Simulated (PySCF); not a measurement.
# H2S2Yb (Yb(SH)2): the cost of one run

Computed with PySCF 2.14.0. Level: PBE0, Yb def2-SVP with ECP28, S def2-SVP, H def2-SVP; scalar-relativistic core potentials, no spin–orbit coupling.

1 further run of the same task is left out (for a known fault of the program).

## 1. The starting structure

5 atoms, charge 0, spin multiplicity 1.

Bond lengths: Yb1–S2 2.614 Å, Yb1–S4 2.614 Å, S2–H3 1.356 Å, S4–H5 1.356 Å. Angles: S2–Yb1–S4 135.3°, Yb1–S2–H3 90.0°, Yb1–S4–H5 90.0°.

As a file:

```xyz
5
charge 0, multiplicity 1
Yb    0.0000    0.0000   -0.0979
S     2.4175    0.0007    0.8959
H     2.9209   -0.2860   -0.3306
S    -2.4175   -0.0007    0.8959
H    -2.9209    0.2860   -0.3306
```

Formal oxidation states: Yb +2. An earlier session relaxed this geometry at PBE0, Yb def2-SVP with ECP28, S def2-SVP, H def2-SVP (singlet, point group C2).

Its energy there is -1956.320937 Eh.

## 2. One electron removed, multiplicity 2

Contents of run.py (the lines that set the calculation):

```python
mol = gto.M(atom='''
Yb     0.00000     0.00000    -0.09791
S      2.41752     0.00067     0.89592
H      2.92091    -0.28598    -0.33061
S     -2.41752    -0.00067     0.89592
H     -2.92091     0.28598    -0.33061''',
    basis={'Yb': 'def2-SVP', 'S': 'def2-SVP', 'H': 'def2-SVP'},
    ecp={'Yb': 'def2-SVP'},
    charge=1, spin=1)
mf = dft.UKS(mol, xc='PBE0')
mf.grids.atom_grid = (50, 194)  # f atoms: unpruned, at least (60, 302)
mf = mf.density_fit()  # fitting sets: Yb def2-universal-JKFIT, S def2-universal-JKFIT, H def2-universal-JKFIT
mf.conv_tol = 1e-08; mf.max_cycle = 55
mf.kernel(dm0)  # dm0: the density of the relaxed state
```

On the command line:

```
$ OMP_NUM_THREADS=2 python run.py
```

**Question.** How long does this run take on 2 threads of Arm Neoverse V1, shared host?

About 8.8 s.
